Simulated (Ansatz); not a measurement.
# Cl2O2Ti: the cost of one run

Program: Ansatz 0.2.0, Gaussian basis. Level of theory: def2-SVP, core rule «outside noble gas», up to 21 orbitals frozen. These are calculated values, not measurements.

Plan: UHF; CCSD(T) on ROHF; CCSD(T) on UHF; CASSCF and NEVPT2, 11 electrons in 11 orbitals.

14 further runs of the same task are left out: 9 that didn't finish, 5 set aside as unsound or not needed.

**1. The geometry**

The geometry is a PBE0/def2-TZVP stationary point (not a proven minimum) of the parent state, kept for this charge and spin.

5 atoms, charge 1, spin multiplicity 4.

Atoms are counted from 1 here; the program's logs count them from 0.

Bond lengths: Ti1–O2 1.853 Å, Ti1–O3 1.853 Å, Ti1–Cl4 2.375 Å, Ti1–Cl5 2.375 Å. Angles: O2–Ti1–O3 123.6°, O2–Ti1–Cl4 113.3°, O2–Ti1–Cl5 113.3°, O3–Ti1–Cl4 113.3°, O3–Ti1–Cl5 113.3°, Cl4–Ti1–Cl5 66.4°.

As a file:

```csv
atom,x (Å),y (Å),z (Å)
Ti1,0.0000,0.0000,0.7488
O2,1.6327,0.0000,1.6242
O3,-1.6327,0.0000,1.6242
Cl4,0.0000,-1.3003,-1.2385
Cl5,0.0000,1.3003,-1.2385
```

**2. UHF**

Input file in.yaml:

```yaml
crystal:
  periodic: [false, false, false]
  atoms:
    - {symbol: Ti, position_ang: [0.000000, 0.000000, 0.748806]}
    - {symbol: O, position_ang: [1.632733, 0.000000, 1.624229]}
    - {symbol: O, position_ang: [-1.632733, 0.000000, 1.624229]}
    - {symbol: Cl, position_ang: [0.000000, -1.300256, -1.238491]}
    - {symbol: Cl, position_ang: [0.000000, 1.300256, -1.238491]}
basis:
  gaussian: {orbitals: def2-SVP}
total_charge: 1
magnetization: {spin_polarized: true, initial_magnetization: 3}
hamiltonian: {xc: hf}
output: {orbitals: {seedname: orbitals}}
```

Started as:

```sh
ansatz run in.yaml --threads 1 --pin off --events-out ev --progress --plain --max-ram 4096MiB --backend cpu
```

Q: Estimate wall time and peak memory on 1 thread of AMD EPYC 7R13, shared host.

About 1.7 min, with a peak of 0.39 GiB.
